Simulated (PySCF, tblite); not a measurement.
# C₄H₈OSe: dynamics, then NMR shifts on frames, part 2 of 2

tblite 0.8.0 and PySCF 2.14.0. Atoms count from 0. Earlier steps stand in the parts before.

### 5 Shielding tensors: 625 fs, PBE0/pcSseg-1

The job: settings as JSON, then the geometry in Å.

```
{"job": {"kind": "nmr", "xc": "PBE0", "basis": "pcSseg-1", "pop": false}, "charge": 0, "multiplicity": 1}
C      1.311900    -0.829300     0.477400
C      1.472300     0.635000     0.215000
Se     0.284100     1.192000    -1.278800
C     -1.288800     0.309600    -0.533400
C     -0.938000    -1.121100    -0.193500
O     -0.013500    -1.187700     0.875000
H      1.909100    -1.028500     1.367100
H      1.628900    -1.454600    -0.358400
H      1.137000     1.163300     1.138700
H      2.518300     0.818100     0.039900
H     -2.099100     0.362600    -1.313700
H     -1.529900     0.810000     0.375300
H     -0.654200    -1.628900    -1.085000
H     -1.835100    -1.655600     0.129100
```

Method: GIAO PBE0/pcSseg-1 NMR shielding, non-relativistic, gas phase.

Standard output:

```text
coarse grid: 53008 points
cycle   1  E = -2633.0974822948  dE = -2.728e-01  |g| = 8.266e-01  |ddm| = 3.445e+00
cycle   2  E = -2633.0486366316  dE =  4.885e-02  |g| = 8.374e-01  |ddm| = 1.135e+00
cycle   3  E = -2633.1487339499  dE = -1.001e-01  |g| = 2.366e-01  |ddm| = 8.994e-01
cycle   4  E = -2633.1583245237  dE = -9.591e-03  |g| = 3.628e-02  |ddm| = 1.817e-01
cycle   5  E = -2633.1584260014  dE = -1.015e-04  |g| = 1.239e-02  |ddm| = 2.978e-02
cycle   6  E = -2633.1584593823  dE = -3.338e-05  |g| = 2.727e-03  |ddm| = 1.534e-02
cycle   7  E = -2633.1584614429  dE = -2.061e-06  |g| = 5.770e-04  |ddm| = 3.015e-03
final grid: 112096 points
cycle   8  E = -2633.1583663503  dE = -5.989e-08  |g| = 6.076e-04  |ddm| = 2.078e-03
cycle   9  E = -2633.1583663193  dE =  3.100e-08  |g| = 7.035e-04  |ddm| = 1.175e-03
cycle  10  E = -2633.1583664199  dE = -1.007e-07  |g| = 8.711e-05  |ddm| = 6.073e-04
cycle  11  E = -2633.1583664216  dE = -1.640e-09  |g| = 1.038e-05  |ddm| = 9.635e-05
cycle  12  E = -2633.1583664216  dE = -1.273e-11  |g| = 2.362e-06  |ddm| = 1.233e-05
converged SCF energy = -2633.1583664216

GIAO shielding tensors (ppm)
atom      isotropic    diamagn.    paramagn.     s11        s22        s33       span
  0 C      112.128     243.260    -131.131     93.039     98.808    144.538     51.499
  1 C      152.232     248.969     -96.737    140.970    152.798    162.930     21.960
  2 Se    1573.301    2997.143   -1423.841   1208.142   1634.289   1877.473    669.330
  3 C      154.421     248.274     -93.852    145.300    155.634    162.330     17.030
  4 C      117.570     242.942    -125.373     95.920    110.475    146.315     50.395
  5 O      277.090     395.033    -117.942    222.167    277.101    332.003    109.836
  6 H       27.454      28.380      -0.926     22.234     26.788     33.340     11.106
  7 H       28.006      28.989      -0.982     23.376     27.421     33.222      9.846
  8 H       27.992      29.383      -1.390     22.887     25.967     35.124     12.237
  9 H       29.992      29.743       0.249     25.405     27.157     37.414     12.009
 10 H       28.988      28.588       0.400     23.694     26.169     37.101     13.407
 11 H       28.957      30.414      -1.457     23.823     27.067     35.980     12.157
 12 H       28.826      30.207      -1.382     24.626     28.059     33.792      9.166
 13 H       27.600      28.297      -0.697     22.791     26.543     33.467     10.676
```

Wall time 48 s (1 thread of AMD EPYC, shared host); peak memory 0.83 GiB.

Key values: δ C0 74.8, C4 69.4, C1 34.7, C3 32.5, H6 4.26, H13 4.12 ppm.

### 6 NMR shieldings: 800 fs, PBE0/pcSseg-1

The job: settings as JSON, then the geometry in Å.

```
{"job": {"kind": "nmr", "xc": "PBE0", "basis": "pcSseg-1", "pop": false}, "charge": 0, "multiplicity": 1}
C      1.256900    -1.011200     0.429400
C      1.599200     0.468400     0.248900
Se     0.372000     1.253100    -1.174000
C     -1.255100     0.526300    -0.333800
C     -1.052200    -0.975900    -0.135700
O     -0.055800    -1.173900     0.829800
H      1.770000    -1.350600     1.335500
H      1.612800    -1.619500    -0.433600
H      1.562100     1.007700     1.183700
H      2.657800     0.507600    -0.106800
H     -2.043100     0.684400    -1.104600
H     -1.452700     1.049700     0.612100
H     -0.915400    -1.456300    -1.110300
H     -1.876300    -1.405800     0.420800
```

Level: GIAO PBE0/pcSseg-1 NMR shielding, non-relativistic, gas phase.

Standard output:

```text
coarse grid: 53008 points
cycle   1  E = -2633.0911829358  dE = -3.283e-01  |g| = 8.339e-01  |ddm| = 3.412e+00
cycle   2  E = -2633.0395189719  dE =  5.166e-02  |g| = 8.522e-01  |ddm| = 1.144e+00
cycle   3  E = -2633.1438483033  dE = -1.043e-01  |g| = 2.289e-01  |ddm| = 9.094e-01
cycle   4  E = -2633.1529768703  dE = -9.129e-03  |g| = 3.106e-02  |ddm| = 1.824e-01
cycle   5  E = -2633.1530441003  dE = -6.723e-05  |g| = 8.377e-03  |ddm| = 2.145e-02
cycle   6  E = -2633.1530545418  dE = -1.044e-05  |g| = 2.956e-03  |ddm| = 1.152e-02
cycle   7  E = -2633.1530570472  dE = -2.505e-06  |g| = 6.451e-04  |ddm| = 3.550e-03
final grid: 112096 points
cycle   8  E = -2633.1531077745  dE =  2.499e-08  |g| = 7.772e-04  |ddm| = 1.592e-03
cycle   9  E = -2633.1531076297  dE =  1.448e-07  |g| = 1.066e-03  |ddm| = 1.494e-03
cycle  10  E = -2633.1531079196  dE = -2.899e-07  |g| = 1.173e-04  |ddm| = 8.997e-04
cycle  11  E = -2633.1531079215  dE = -1.984e-09  |g| = 7.010e-06  |ddm| = 1.132e-04
cycle  12  E = -2633.1531079216  dE = -1.774e-11  |g| = 2.839e-06  |ddm| = 1.109e-05
converged SCF energy = -2633.1531079216

GIAO shielding tensors (ppm)
atom      isotropic    diamagn.    paramagn.     s11        s22        s33       span
  0 C      116.409     241.708    -125.299     97.175    107.980    144.074     46.899
  1 C      150.350     246.541     -96.190    138.122    152.415    160.513     22.391
  2 Se    1548.833    2997.581   -1448.748   1138.539   1658.494   1849.467    710.927
  3 C      153.132     247.164     -94.031    144.765    156.170    158.462     13.696
  4 C      115.937     243.236    -127.299     95.503    114.727    137.581     42.078
  5 O      291.411     396.611    -105.200    215.699    283.678    374.856    159.157
  6 H       27.214      28.102      -0.888     21.967     26.500     33.174     11.207
  7 H       27.539      28.139      -0.600     22.822     26.833     32.963     10.141
  8 H       28.821      29.872      -1.051     23.782     26.711     35.971     12.189
  9 H       29.410      28.505       0.904     25.303     26.336     36.590     11.287
 10 H       29.261      28.852       0.409     24.196     26.443     37.144     12.949
 11 H       28.181      29.232      -1.051     22.906     26.198     35.438     12.532
 12 H       28.066      28.999      -0.933     23.747     27.122     33.328      9.580
 13 H       27.362      28.822      -1.460     22.020     26.748     33.318     11.298
```

It took 51 s on 1 thread of AMD EPYC, shared host; peak memory 0.78 GiB.

In short: δ C4 71.0, C0 70.5, C1 36.6, C3 33.8, H6 4.50, H13 4.36 ppm.

### 7 Nuclear shieldings: 1000 fs, PBE0/pcSseg-1

The job: settings as JSON, then the geometry in Å.

```
{"job": {"kind": "nmr", "xc": "PBE0", "basis": "pcSseg-1", "pop": false}, "charge": 0, "multiplicity": 1}
C      1.272700    -0.974600     0.541200
C      1.487200     0.490200     0.389200
Se     0.421900     1.234200    -1.168700
C     -1.225200     0.556300    -0.331400
C     -0.998100    -0.962400    -0.131800
O     -0.040600    -1.302900     0.854200
H      1.897400    -1.341300     1.389900
H      1.612300    -1.427200    -0.404500
H      1.183100     1.107000     1.291600
H      2.488100     0.699800     0.090900
H     -2.123600     0.674000    -0.941000
H     -1.349900     1.077600     0.621600
H     -0.863600    -1.445300    -1.086200
H     -1.858900    -1.353800     0.378600
```

With the program's defaults for keys left out, this is: GIAO PBE0/pcSseg-1 NMR shielding, non-relativistic, gas phase.

Standard output:

```text
coarse grid: 53008 points
cycle   1  E = -2633.0948648069  dE = -3.073e-01  |g| = 8.258e-01  |ddm| = 3.423e+00
cycle   2  E = -2633.0489996876  dE =  4.587e-02  |g| = 8.274e-01  |ddm| = 1.115e+00
cycle   3  E = -2633.1455811664  dE = -9.658e-02  |g| = 2.303e-01  |ddm| = 8.820e-01
cycle   4  E = -2633.1547428627  dE = -9.162e-03  |g| = 3.260e-02  |ddm| = 1.829e-01
cycle   5  E = -2633.1548232934  dE = -8.043e-05  |g| = 1.046e-02  |ddm| = 2.498e-02
cycle   6  E = -2633.1548448805  dE = -2.159e-05  |g| = 2.968e-03  |ddm| = 1.334e-02
cycle   7  E = -2633.1548474204  dE = -2.540e-06  |g| = 5.803e-04  |ddm| = 3.412e-03
final grid: 112096 points
cycle   8  E = -2633.1548713264  dE = -1.142e-08  |g| = 6.379e-04  |ddm| = 1.596e-03
cycle   9  E = -2633.1548712486  dE =  7.778e-08  |g| = 8.283e-04  |ddm| = 1.230e-03
cycle  10  E = -2633.1548714183  dE = -1.698e-07  |g| = 1.121e-04  |ddm| = 7.227e-04
cycle  11  E = -2633.1548714205  dE = -2.196e-09  |g| = 7.797e-06  |ddm| = 1.104e-04
cycle  12  E = -2633.1548714205  dE = -8.185e-12  |g| = 3.015e-06  |ddm| = 1.056e-05
converged SCF energy = -2633.1548714205

GIAO shielding tensors (ppm)
atom      isotropic    diamagn.    paramagn.     s11        s22        s33       span
  0 C      116.208     241.941    -125.732     99.908    109.941    138.776     38.867
  1 C      148.708     248.402     -99.694    137.331    152.072    156.721     19.390
  2 Se    1498.864    2998.514   -1499.650   1001.287   1702.575   1792.729    791.442
  3 C      152.786     249.033     -96.248    137.404    154.130    166.823     29.418
  4 C      115.727     242.358    -126.631     94.434    113.958    138.789     44.354
  5 O      283.664     394.899    -111.235    223.006    290.768    337.217    114.211
  6 H       26.955      26.956      -0.001     21.986     25.951     32.928     10.942
  7 H       27.748      28.449      -0.701     23.326     27.052     32.866      9.539
  8 H       27.670      28.576      -0.906     21.827     26.281     34.902     13.075
  9 H       29.969      30.302      -0.333     24.771     27.654     37.481     12.710
 10 H       29.641      29.564       0.076     25.175     26.619     37.127     11.952
 11 H       28.754      30.189      -1.435     23.879     26.429     35.955     12.075
 12 H       28.448      29.338      -0.890     23.586     27.985     33.772     10.186
 13 H       27.617      29.083      -1.466     22.014     27.509     33.327     11.313
```

It took 61 s on 1 thread of AMD EPYC, shared host; peak memory 0.77 GiB.

In short: δ C4 71.2, C0 70.7, C1 38.2, C3 34.1, H6 4.76, H13 4.10 ppm.

### 8 Side by side: NMR shifts

Shifts (ppm) of some atoms, chosen among heavy atoms and hydrogens apart, with basis size and wall time:

| frame | C0 | C4 | C1 | H6 | H8 | Se2 | O5 | functions | time |
| --- | --- | --- | --- | --- | --- | --- | --- | --- | --- |
| 250 fs | 76.8 | 76.5 | 30.1 | 4.56 | 2.22 | 213 | 69.3 | 166 | 56 s |
| 425 fs | 68.5 | 77.5 | 29.8 | 3.29 | 3.25 | 140 | 56.9 | 166 | 55 s |
| 625 fs | 74.8 | 69.4 | 34.7 | 4.26 | 3.72 | 185 | 59.0 | 166 | 48 s |
| 800 fs | 70.5 | 71.0 | 36.6 | 4.50 | 2.90 | 209 | 44.7 | 166 | 51 s |
| 1000 fs | 70.7 | 71.2 | 38.2 | 4.76 | 4.05 | 259 | 52.4 | 166 | 61 s |

### 9 Results

What follows sums up all 2 parts.

| quantity | value |
| --- | --- |
| thermostat | 200 K |
| mean temperature, second half | 174 K |
| mean potential energy above the minimum | 0.30 eV |
| 13C shifts against TMS (PBE0/pcSseg-1, 250 fs) | 76.8, 76.5, 34.6, 30.1 ppm |
| 1H shifts against TMS (PBE0/pcSseg-1, 250 fs) | 4.69, 4.56, 4.22, 3.97, 3.25, 2.22, 1.75, 1.70 ppm |
| 77Se shifts against Me2Se (PBE0/pcSseg-1, 250 fs) | 213 ppm |
| 17O shifts against H2O (PBE0/pcSseg-1, 250 fs) | 69.3 ppm |
| range of the shift of Se2 | 140 to 259 ppm |

In words: In the second half the potential energy averages 0.30 eV above the minimum; equipartition over 36 harmonic modes at 200 K would give 0.31 eV. With 14 atoms the temperature swings widely (81 to 294 K). Shifts at one fixed geometry are not the observed spectrum, which averages over the motion. In the first frame run (250 fs): Shielding is most anisotropic at Se2 (span 645 ppm, paramagnetic term -1451 ppm). In ppm, Se2 moves most: its shift spreads over 119 ppm, from 140 (425 fs) to 259 (1000 fs). Spin-orbit coupling is left out, which matters for shieldings and couplings at and beside the heavy atoms.
